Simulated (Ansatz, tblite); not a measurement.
**The cluster K4H5−: one state, many levels**

One table from this session's results is given with a row withheld; the runs are named, their logs left out.

The runs use Ansatz 0.2.0, Gaussian basis; as each input shows.

The runs, in order: GFN1-xTB, GFN2-xTB, PBE-D4/def2-TZVPD, r2SCAN-D4/def2-TZVPD, B97M-V/def2-TZVPD, r2SCANh-D4/def2-TZVPD, B3LYP-D4/def2-TZVPD, LDA/def2-TZVPD, HSE06-D4/def2-TZVPD, LC-ωPBE/def2-TZVPD, r2SCAN0-D4/def2-TZVPD, PBE-D4/def2-SVPD, PBE0-D4/def2-SVPD, HF/STO-3G, HF/6-31G, B3LYP-D4/6-31G, CCSD(T)/def2-TZVPD, RPA/def2-TZVPD.

## The relaxed structure

The singlet was relaxed beforehand with PBE0-D4/def2-SVPD. At that level it is the lowest of the isomers that a small search found.

9 atoms, charge -1, spin multiplicity 1.

Bond lengths: K1–K2 3.763 Å, K1–K3 3.764 Å, K1–H5 2.588 Å, K1–H7 2.663 Å, K1–H8 2.588 Å, K2–K4 3.777 Å, K2–H5 2.589 Å, K2–H7 2.663 Å, K2–H9 2.588 Å, K3–K4 3.758 Å, K3–H6 2.588 Å, K3–H7 2.663 Å, K3–H8 2.589 Å, K4–H6 2.588 Å, K4–H7 2.661 Å, K4–H9 2.589 Å. Angles: K2–K1–K3 90.1°, K2–K1–H5 43.4°, K2–K1–H7 45.0°, K2–K1–H8 133.4°, K3–K1–H5 133.5°, K3–K1–H7 45.0°, K3–K1–H8 43.4°, H5–K1–H7 88.4°, H5–K1–H8 176.8°, H7–K1–H8 88.4°, K1–K2–K4 89.9°, K1–K2–H5 43.4°, K1–K2–H7 45.1°, K1–K2–H9 133.0°, K4–K2–H5 133.2°, K4–K2–H7 44.8°, K4–K2–H9 43.2°, H5–K2–H7 88.4° and more.

The ion is computed in the gas phase, without counter-ions or solvent.

PBE0-D4/def2-TZVPD was run before; its log isn't repeated, and its numbers join the tables.

Set-up of the first run:

Tight binding, by tblite at 300 K electronic temperature and without a spin-polarisation term:

```python
tblite.interface.Calculator('GFN1-xTB', numbers, positions, charge=-1, uhf=0).singlepoint()
```

Tight binding, by tblite at 300 K electronic temperature and without a spin-polarisation term:

```python
tblite.interface.Calculator('GFN2-xTB', numbers, positions, charge=-1, uhf=0).singlepoint()
```

start.molden holds the orbitals of an earlier run on this state, given as this run's starting guess.

File in.yaml:

```yaml
crystal:
  periodic: [false, false, false]
  atoms:
    - {symbol: K, position_ang: [-2.278747, 1.261713, -0.541150]}
    - {symbol: K, position_ang: [1.247463, 2.349303, 0.193714]}
    - {symbol: K, position_ang: [-1.246007, -2.341018, -0.190111]}
    - {symbol: K, position_ang: [2.282390, -1.267539, 0.530692]}
    - {symbol: H, position_ang: [-1.008140, 3.506376, -0.330120]}
    - {symbol: H, position_ang: [1.003259, -3.509160, 0.335184]}
    - {symbol: H, position_ang: [0.005374, 0.002184, -0.003811]}
    - {symbol: H, position_ang: [-3.430664, -1.050203, -0.703519]}
    - {symbol: H, position_ang: [3.425072, 1.048343, 0.709120]}
basis:
  gaussian: {orbitals: def2-TZVPD, initial_orbitals: start.molden}
total_charge: -1
hamiltonian: {xc: pbe, dispersion: d4}
scf: {omitted_lower_state_checks: [starts]}
output: {orbitals: {seedname: orbitals}}
```

On the command line:

```bash
ansatz run in.yaml --threads 4 --pin off --events-out ev --progress --plain --max-ram 3916MiB
```

Among the steps run: PBE-D4/def2-TZVPD; r2SCAN-D4/def2-TZVPD; B97M-V/def2-TZVPD; r2SCANh-D4/def2-TZVPD; B3LYP-D4/def2-TZVPD; LDA/def2-TZVPD; HSE06-D4/def2-TZVPD; LC-ωPBE/def2-TZVPD; r2SCAN0-D4/def2-TZVPD; PBE-D4/def2-SVPD; PBE0-D4/def2-SVPD; HF/STO-3G; HF/6-31G; B3LYP-D4/6-31G; CCSD(T)/def2-TZVPD; RPA/def2-TZVPD.

One of the session's tables, all rows but one given; the rest of the session is left out.

It belongs to the step «Levels side by side». 

```
                level  HOMO (eV)  LUMO (eV)  gap (eV)
            HF/STO-3G       0.33       9.85      9.53
             HF/6-31G      -3.87       2.96      6.83
       LDA/def2-TZVPD      -0.62       1.76      2.38
     PBE-D4/def2-SVPD      -0.51       1.83      2.34
    PBE-D4/def2-TZVPD      -0.52       1.81      2.34
 r2SCAN-D4/def2-TZVPD      -0.65       2.24      2.90
    B97M-V/def2-TZVPD      -0.84       1.73      2.57
r2SCANh-D4/def2-TZVPD      -1.03       2.33      3.35
       B3LYP-D4/6-31G          ?          ?         ?
  B3LYP-D4/def2-TZVPD      -1.34       2.07      3.41
    PBE0-D4/def2-SVPD      -1.46       2.10      3.57
   PBE0-D4/def2-TZVPD      -1.48       2.16      3.64
r2SCAN0-D4/def2-TZVPD      -1.59       2.42      4.01
  HSE06-D4/def2-TZVPD      -1.09       1.93      3.02
   LC-ωPBE/def2-TZVPD      -4.04       2.76      6.80
```

Estimate the missing values for B3LYP-D4/6-31G.

**Answer.** HOMO (eV): -1.30; LUMO (eV): 2.09; gap (eV): 3.38. In the column «HOMO (eV)» it lies between B3LYP-D4/def2-TZVPD (-1.34) and HSE06-D4/def2-TZVPD (-1.09).

Caveats from the session: The anion's highest level is positive in at least one run, so there the basis alone may hold the extra electron.
